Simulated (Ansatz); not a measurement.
Molecular dynamics of AgPdO2

input.yaml

```yaml
accuracy: low
crystal:
  lattice:
    - [6.1292, 0.0, 0.0]
    - [0.0, 6.828229, 0.0]
    - [0.0, 0.0, 5.531603]
  atoms:
    - { symbol: Ag, position: [0.25, 0.25, 0.5] }
    - { symbol: Pd, position: [0.0, 0.0, 0.0] }
    - { symbol: O, position: [0.25, 0.0, 0.2460425] }
    - { symbol: O, position: [0.25, 0.0, 0.7539575] }
    - { symbol: Ag, position: [0.25, 0.75, 0.5] }
    - { symbol: Pd, position: [0.0, 0.5, 0.0] }
    - { symbol: O, position: [0.25, 0.5, 0.2460425] }
    - { symbol: O, position: [0.25, 0.5, 0.7539575] }
    - { symbol: Ag, position: [0.75, 0.25, 0.5] }
    - { symbol: Pd, position: [0.5, 0.0, 0.0] }
    - { symbol: O, position: [0.75, 0.0, 0.2460425] }
    - { symbol: O, position: [0.75, 0.0, 0.7539575] }
    - { symbol: Ag, position: [0.75, 0.75, 0.5] }
    - { symbol: Pd, position: [0.5, 0.5, 0.0] }
    - { symbol: O, position: [0.75, 0.5, 0.2460425] }
    - { symbol: O, position: [0.75, 0.5, 0.7539575] }
basis:
  ecutwfc: 420.0
kpoints:
  mp_grid: { grid: [2, 1, 2] }
hamiltonian:
  xc: pbesol
scf:
  occupations: { method: fermi_dirac, width: 0.05 }
  lower_state_search: "off"
md:
  timestep: 1
  n_steps: 130
  ensemble: nvt_nose_hoover
  temperature: 1200.0
  initial_velocities: maxwell_boltzmann
  seed: 707776
  nose_hoover: { tau: 200.0, chain_length: 5 }
```

Command:

```bash
$ ansatz run input.yaml --threads 1 --pin off --max-ram 3072MiB --backend cpu --events-out ev --progress --plain --runs-dir out
```

It starts from an unrelaxed structure (largest force component 0.26 eV/Å).

Output, in part (step lines):

```
md step     0: t =     0.00 fs  T =  1200.0 K  F+E_penalty+E_count = -62186.07371494 eV  E_kin = 2.326680 eV  conserved = -62183.74703496 eV  (9 SCF iters)
md step     1: t =     1.00 fs  T =  1197.5 K  F+E_penalty+E_count = -62186.06879156 eV  E_kin = 2.321751 eV  conserved = -62183.74704096 eV  (8 SCF iters)
md step     2: t =     2.00 fs  T =  1188.6 K  F+E_penalty+E_count = -62186.05166697 eV  E_kin = 2.304633 eV  conserved = -62183.74703385 eV  (8 SCF iters)
md step     3: t =     3.00 fs  T =  1173.6 K  F+E_penalty+E_count = -62186.02251306 eV  E_kin = 2.275502 eV  conserved = -62183.74701269 eV  (8 SCF iters)
md step     4: t =     4.00 fs  T =  1152.6 K  F+E_penalty+E_count = -62185.98173583 eV  E_kin = 2.234765 eV  conserved = -62183.74697651 eV  (8 SCF iters)
md step     5: t =     5.00 fs  T =  1125.9 K  F+E_penalty+E_count = -62185.92998720 eV  E_kin = 2.183077 eV  conserved = -62183.74692472 eV  (3 SCF iters)
md step     6: t =     6.00 fs  T =  1094.1 K  F+E_penalty+E_count = -62185.86817295 eV  E_kin = 2.121345 eV  conserved = -62183.74685713 eV  (3 SCF iters)
md step     7: t =     7.00 fs  T =  1057.7 K  F+E_penalty+E_count = -62185.79745463 eV  E_kin = 2.050734 eV  conserved = -62183.74677371 eV  (3 SCF iters)
[... lines left out ...]
md step   129: t =   129.00 fs  T =   770.6 K  F+E_penalty+E_count = -62185.00303921 eV  E_kin = 1.494148 eV  conserved = -62183.74632409 eV  (3 SCF iters)
md step   130: t =   130.00 fs  T =   768.7 K  F+E_penalty+E_count = -62184.99472269 eV  E_kin = 1.490477 eV  conserved = -62183.74632234 eV  (8 SCF iters)
```

The steps, from the saved trajectory:

| time (fs) | T (K) | potential energy less start (eV) | conserved less start (meV/atom) |
| --- | --- | --- | --- |
| 0.0 | 1200 | 0.000 | 0.00 |
| 4.0 | 1153 | 0.092 | 0.00 |
| 8.0 | 1017 | 0.354 | 0.02 |
| 12.0 | 836 | 0.707 | 0.05 |
| 16.0 | 673 | 1.024 | 0.08 |
| 20.0 | 583 | 1.199 | 0.09 |
| 24.0 | 577 | 1.213 | 0.07 |
| 28.0 | 616 | 1.138 | 0.04 |
| 32.0 | 650 | 1.074 | 0.03 |
| 36.0 | 645 | 1.087 | 0.02 |
| 40.0 | 593 | 1.192 | 0.03 |
| 44.0 | 507 | 1.362 | 0.04 |
| 48.0 | 415 | 1.543 | 0.06 |
| 52.0 | 346 | 1.680 | 0.07 |
| 56.0 | 319 | 1.736 | 0.07 |
| 60.0 | 335 | 1.707 | 0.06 |
| 64.0 | 385 | 1.615 | 0.05 |
| 68.0 | 448 | 1.498 | 0.04 |
| 72.0 | 506 | 1.393 | 0.04 |
| 76.0 | 544 | 1.327 | 0.04 |
| 80.0 | 558 | 1.307 | 0.04 |
| 84.0 | 560 | 1.314 | 0.05 |
| 88.0 | 566 | 1.312 | 0.06 |
| 92.0 | 589 | 1.277 | 0.06 |
| 96.0 | 630 | 1.209 | 0.05 |
| 100.0 | 678 | 1.130 | 0.04 |
| 104.0 | 719 | 1.064 | 0.04 |
| 108.0 | 744 | 1.031 | 0.04 |
| 112.0 | 753 | 1.029 | 0.05 |
| 116.0 | 755 | 1.043 | 0.05 |
| 120.0 | 760 | 1.050 | 0.05 |
| 124.0 | 769 | 1.051 | 0.05 |
| 128.0 | 772 | 1.064 | 0.04 |

All steps were run. The conserved energy stayed within 0.088 meV per atom of its start (net change 0.045 meV per atom), so the integration is sound. The mean temperature of the second half is 46 % below the set value. A run of 0.13 ps of so small a system gives no equilibrium averages. Limits of this set-up: coarse k mesh, low accuracy level.

Mean squared displacements from the first frame to the last, about the centre of mass: Ag 0.03 Å², Pd 0.06 Å², O 0.05 Å².

Last frame:

```xyz
16
Lattice="6.1292 0.0000 0.0000 0.0000 6.8282 0.0000 0.0000 0.0000 5.5316" Properties=species:S:1:pos:R:3
Ag 1.316 1.649 2.859
Pd -0.049 -0.123 0.058
O 1.496 -0.006 1.389
O 1.463 -0.202 4.207
Ag 1.614 5.050 2.818
Pd 0.105 3.521 -0.191
O 1.634 3.560 1.143
O 1.656 3.452 4.002
Ag 4.513 1.616 2.874
Pd 2.996 -0.181 0.041
O 4.449 -0.005 1.403
O 4.519 -0.198 4.384
Ag 4.653 5.286 2.801
Pd 3.243 3.671 -0.161
O 4.626 3.710 1.287
O 4.664 3.327 4.053
```

The run took 8.6 min on 1 CPU thread of a shared host.
